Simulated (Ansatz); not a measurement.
**MgTe4: from a guess to a relaxed structure**

The task: take a trial cell of MgTe4 to zero force and stress.

Computed with Ansatz 0.2.0 (DFT PBE, scalar-relativistic, plane waves, PAW, unless a step's input says otherwise).

## (1) The system as given

The structure is trigonal, space group R-3m (No. 166). Conventional cell: a = 6.604 Å, b = 6.604 Å, c = 13.674 Å, α = 90.00°, β = 90.00°, γ = 120.00°. Mg (site symmetry -3m) has 6 Te at 2.97 Å in its first shell of neighbours. Around Te (site symmetry 2/m) lie 2 Mg at 2.97 Å and 6 Te at 3.30 Å. Te (site symmetry -3m) has 6 Te at 3.30 Å in its first shell of neighbours.

As a file:

```
CELL_PARAMETERS angstrom
3.30224 1.90655 4.55803
-3.30224 1.90655 4.55803
0.00000 -3.81310 4.55803
ATOMIC_POSITIONS crystal
Mg 0.00000 0.00000 0.00000
Te 0.00000 0.00000 0.50000
Te 0.50000 0.00000 0.00000
Te 0.00000 0.50000 0.00000
Te 0.50000 0.50000 0.50000
```

A structure generator made this guess: random cell by space group and Wyckoff sites (R-3m, No. 166). Its size is a rough estimate.

## (2) A first look at the guess

Input file input.yaml:

```yaml
crystal:
  lattice:
    - [3.30223959, 1.90654891, 4.55803088]
    - [-3.30223959, 1.90654891, 4.55803088]
    - [0.0, -3.81309783, 4.55803088]
  atoms:
    - { symbol: Mg, position: [0.0, 0.0, 0.0] }
    - { symbol: Te, position: [0.0, 0.0, 0.5] }
    - { symbol: Te, position: [0.5, 0.0, 0.0] }
    - { symbol: Te, position: [0.0, 0.5, 0.0] }
    - { symbol: Te, position: [0.5, 0.5, 0.5] }
basis:
  ecutwfc: 420
kpoints:
  mp_grid: { grid: [3, 3, 3] }
hamiltonian:
  xc: pbe
scf:
  occupations: { method: gaussian, width: 0.1 }
  lower_state_search: "off"
output:
  forces: true
  stress: true
  eigenvalues: true
```

Launch:

```
ansatz run input.yaml --threads 1 --pin off --max-ram 2560MiB --backend cpu --events-out ev --progress --plain --runs-dir out
```

Further runs follow: rough relaxation on the coarse mesh; relaxation on the finer mesh.

Before running it: what results should come out? Wanted: conventional cell; volume; energy over the elements; gap on the mesh.

The runs gave:

```
                              quantity                                                                        value
symmetry at the end (tolerance 0.05 Å)                                                   space group R-3m (No. 166)
                     conventional cell  a = 6.616 Å, b = 6.616 Å, c = 13.289 Å, α = 90.00°, β = 90.00°, γ = 120.00°
                                volume                                                                33.58 Å³/atom
              energy over the elements                                                                -0.02 eV/atom
                       gap on the mesh                                                                 none (metal)
```

The space group R-3m (No. 166) is kept, and the volume per atom shrinks by 2.5 % from the first guess. The formation energy of this structure is too near zero to say whether it is bound against the elements. No finished test with a distortion of lower symmetry is shown, so the end may be a saddle point. The runs treat Te without spin-orbit coupling.
